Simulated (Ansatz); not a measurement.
# Ti (hcp type): the cost of one run

Method: DFT, LDA, all-electron LAPW, scalar-relativistic, in Ansatz 0.2.0.

### Step 1. The system as given

The structure is hexagonal, space group P6_3/mmc (No. 194). The conventional cell has a = 2.864 Å, b = 2.864 Å, c = 4.538 Å, α = 90.00°, β = 90.00°, γ = 120.00°. Ti (site symmetry -6m2) is surrounded by 12 Ti at 2.81 to 2.86 Å.

As a file:

```xyz
4
Lattice="-1.4321 2.4805 0.0000 0.0000 0.0000 4.5378 4.2964 2.4805 0.0000" Properties=species:S:1:pos:R:3 pbc="T T T"
Ti    0.0000    1.6537    1.1344
Ti    2.8643    1.6537    1.1344
Ti    1.4321    0.8268    3.4033
Ti    2.8643    3.3074    3.4033
```

Atoms are numbered in the order of the input: Ti1, Ti2, Ti3, Ti4.

### Step 2. Bulk in the slab's orientation, LAPW

File input.yaml:

```yaml
crystal:
  lattice:
    - [-1.4321410176, 2.4805410062, 0.0]
    - [0.0, 0.0, 4.537795965]
    - [4.2964230529, 2.4805410062, 0.0]
  atoms:
    - { symbol: Ti, position: [0.5, 0.25, 0.166666667] }
    - { symbol: Ti, position: [0.0, 0.25, 0.666666667] }
    - { symbol: Ti, position: [0.0, 0.75, 0.333333333] }
    - { symbol: Ti, position: [0.5, 0.75, 0.833333333] }
kpoints:
  mp_grid: { grid: [14, 9, 8] }
scf:
  occupations: { method: fermi_dirac, width: 0.1 }
hamiltonian:
  xc: lda
  pseudopotentials: { kind: all_electron, lapw: { basis_error: 0.001 } }
output:
  forces: true
  stress: true
  eigenvalues: true
```

Started as:

```sh
$ ansatz run input.yaml --threads 2 --pin off --max-ram 4096MiB --backend cpu --events-out ev --progress --plain --runs-dir out
```

What time and memory should one allow on 2 threads of Arm Neoverse V1, shared host?

About 52 s, with a peak of 0.89 GiB.
